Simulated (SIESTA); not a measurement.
Crystal: GeSb2Te4.

```
Te Sb Ge
1.0
    -3.05958    3.05958    6.05142
     3.05958   -3.05958    6.05142
     3.05958    3.05958   -6.05142
Te Sb Ge
4 2 1
Direct
  0.75184 0.75184 0.00000
  0.99838 0.49838 0.50000
  0.24816 0.24816 0.00000
  0.50162 0.00162 0.50000
  0.25000 0.75000 0.50000
  0.50000 0.50000 0.00000
  0.00000 0.00000 0.00000
```

The cell comes from a database or a generator and needn't be the stable form of this composition.

```yaml
Program: SIESTA 5.4.2
Task: single point
Functional: PBE
Potentials_or_basis: PseudoDojo 0.4 standard (PBE files)
Basis: DZP (energy shift 0.003 Ry; two zetas on semicore shells)
Grid_cutoff: 800 Ry
Energy_shift: 0.003 Ry
k_mesh: 6 × 6 × 6
Occupations: fermi-dirac, width 0.05 eV
Spin: no spin polarisation
```

On this cell: pressure 1.2 GPa; largest force 0.256 eV/Å; band gap on the k mesh none (metal or under the smearing width).

The same run follows on a disturbed copy (atoms moved at random, drawn with an rms of 0.05 Å):

```
Te Sb Ge
1.0
    -3.05958    3.05958    6.05142
     3.05958   -3.05958    6.05142
     3.05958    3.05958   -6.05142
Te Sb Ge
4 2 1
Direct
  0.75722 0.75638 0.01000
  0.99456 0.50456 0.50321
  0.24969 0.24178 0.99320
  0.50002 0.98813 0.48710
  0.25235 0.75254 0.49969
  0.49840 0.49557 0.99596
  0.00798 0.00483 0.01274
```

Problem. What changes?

Solution. The energy (extrapolated to zero smearing) moves by +3.4 meV/atom; pressure 1.3 GPa; largest force 0.460 eV/Å; band gap on the k mesh none (metal or under the smearing width).

Forces on the atoms (eV/Å):
```
Te  -0.031 -0.075  0.168
Te  -0.126  0.054 -0.166
Te   0.102  0.007 -0.210
Te   0.216  0.024  0.406
Sb  -0.062  0.024 -0.228
Sb  -0.095  0.004  0.049
Ge  -0.003 -0.038 -0.019
```

Stress tensor (GPa, compression positive):
```
1.03 0.01 0.06
0.01 0.98 0.00
0.06 0.00 1.95
```

Caveats: the basis of atomic orbitals isn't converged, which shifts pressures, moduli and gaps.
